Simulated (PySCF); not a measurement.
# F6Ni ([NiF6]4-): the cost of one run

Computed with PySCF 2.14.0 and routines of our own; the level stands in each step. Atoms count from 0.

### Step 1. The system as given

7 atoms, charge -4, states of the metal's open shell are computed; geometry from: model start, shaken.

### Step 2. Optimising the geometry at PBE0-D3(BJ)/def2-SVP

The job: settings as JSON, then the geometry in Å.

```
{"job": {"xc": "PBE0", "basis": "def2-SVP", "d3": "d3bj", "grid": 1, "maxiter": 45, "solvent": "water", "kind": "geom"}, "charge": -4, "metal": "Ni", "open_shell": "d8"}
Ni     0.000020     0.004480    -0.004110
F     -0.013360    -0.006820     1.975130
F      0.000900     0.020100    -1.997380
F      1.980690     0.007350     0.005350
F     -1.988420    -0.013960    -0.000440
F      0.010430     1.969840    -0.006860
F     -0.028520    -2.009340    -0.027630
```

Run with:

```
> OMP_NUM_THREADS=1 python lf_run.py task.json out
```

This one command runs all jobs of the session in turn.

Q: Estimate the wall time and peak memory of this first job on 1 thread of Intel Xeon Platinum 8259CL at 2.50GHz, shared host.

About 5 min, with a peak of 0.82 GiB.
